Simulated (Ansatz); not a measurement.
# C₂H₇AuS₂: taking an electron away

One table from this session's results is given with a row withheld; the runs are named, their logs left out.

Computed with Ansatz 0.2.0, Gaussian basis. Level: unrestricted cation, the program's frozen cores in correlated methods.

Levels to be run: UKS PBE-D4/def2-TZVPP; UKS r2SCAN-D4/def2-TZVPP; UKS PBE0-D4/def2-TZVPP; UKS B3LYP-D4/def2-TZVPP; UKS wB97X-V/def2-TZVPP; UKS wB97M-V/def2-TZVPP; UKS B2PLYP/def2-TZVPP; UHF-CCSD(T)/def2-TZVPP; UHF-MP2/def2-QZVPP; extrapolation to the limit; then −ε(HOMO) from the neutral's earlier runs with LDA (SPW92), PBE-D4, revPBE-D4, BLYP-D4, r2SCAN-D4, B97M-V, PBE0-D4, B3LYP-D4, r2SCANh-D4, r2SCAN0-D4, HSE06-D4, BHLYP-D4, CAM-B3LYP-D4, LC-ωPBE, ωB97X-V, ωB97M-V.

1 further run of the same task is left out (it didn't finish).

## The relaxed structure

The geometry comes from an earlier relaxation with PBE0-D4 in a triple-zeta def2 set; it is a stationary point, not always the lowest conformer. Au takes the def2 core potential; no spin-orbit term is included.

SMILES `C[S+](C)[Au-][SH]`, 12 atoms, charge 0, spin multiplicity 1.

Atoms are counted from 1 here; the program's logs count them from 0.

Bond lengths: C1–S2 1.799 Å, C1–H6 1.089 Å, C1–H7 1.089 Å, C1–H8 1.091 Å, S2–C3 1.799 Å, S2–Au4 2.304 Å, C3–H9 1.089 Å, C3–H10 1.091 Å, C3–H11 1.089 Å, Au4–S5 2.268 Å, S5–H12 1.345 Å. Angles: S2–C1–H6 107.0°, S2–C1–H7 110.9°, S2–C1–H8 109.1°, H6–C1–H7 109.5°, H6–C1–H8 109.6°, H7–C1–H8 110.7°, C1–S2–C3 100.0°, C1–S2–Au4 106.8°, C3–S2–Au4 106.8°, S2–C3–H9 107.0°, S2–C3–H10 109.1°, S2–C3–H11 110.9°, H9–C3–H10 109.6°, H9–C3–H11 109.5°, H10–C3–H11 110.7°, S2–Au4–S5 179.3°, Au4–S5–H12 96.3°.

Set-up of the first run:

Input file in.yaml:

```yaml
crystal:
  periodic: [false, false, false]
  atoms:
    - {symbol: C, position_ang: [-1.710037, 0.540634, -0.016409]}
    - {symbol: S, position_ang: [-0.401499, -0.579098, -0.535514]}
    - {symbol: C, position_ang: [-0.137014, -1.483926, 0.996440]}
    - {symbol: Au, position_ang: [1.477434, 0.708226, -0.880051]}
    - {symbol: S, position_ang: [3.324988, 1.986199, -1.194397]}
    - {symbol: H, position_ang: [-1.928741, 1.189087, -0.863685]}
    - {symbol: H, position_ang: [-1.389893, 1.145727, 0.830494]}
    - {symbol: H, position_ang: [-2.597315, -0.040551, 0.238050]}
    - {symbol: H, position_ang: [0.685420, -2.175662, 0.819501]}
    - {symbol: H, position_ang: [-1.040316, -2.044437, 1.240689]}
    - {symbol: H, position_ang: [0.126878, -0.806218, 1.806964]}
    - {symbol: H, position_ang: [3.590095, 1.560040, -2.442071]}
basis:
  gaussian: {orbitals: def2-TZVPP}
total_charge: 1
magnetization: {spin_polarized: true, initial_magnetization: 1}
hamiltonian: {xc: pbe, dispersion: d4}
```

Among the steps run: Cation, UKS PBE-D4/def2-TZVPP; Cation, UKS r2SCAN-D4/def2-TZVPP; Cation, UKS PBE0-D4/def2-TZVPP; Cation, UKS B3LYP-D4/def2-TZVPP; Cation, UKS wB97X-V/def2-TZVPP; Cation, UKS wB97M-V/def2-TZVPP; Cation, UKS B2PLYP (frozen core)/def2-TZVPP; Cation, UHF-CCSD(T)/def2-TZVPP; Cation, UHF-MP2/def2-QZVPP.

One of the session's tables, all rows but one given; the rest of the session is left out.

For comparison, −ε(HOMO) of the neutral from earlier runs:

| functional | −ε(HOMO) (eV) |
| --- | --- |
| LDA (SPW92) | 4.98 |
| PBE-D4 | 4.79 |
| revPBE-D4 | ? |
| BLYP-D4 | 4.63 |
| r2SCAN-D4 | 4.98 |
| B97M-V | 5.01 |
| PBE0-D4 | 5.84 |
| B3LYP-D4 | 5.63 |
| r2SCANh-D4 | 5.38 |
| r2SCAN0-D4 | 5.99 |
| HSE06-D4 | 5.45 |
| BHLYP-D4 | 6.78 |
| CAM-B3LYP-D4 | 7.10 |
| LC-ωPBE | 8.39 |
| ωB97X-V | 8.08 |
| ωB97M-V | 7.96 |

Q: Estimate the row for revPBE-D4 from the others.

The run gave: −ε(HOMO) (eV): 4.72. In the column «−ε(HOMO) (eV)» it lies between BLYP-D4 (4.63) and PBE-D4 (4.79).
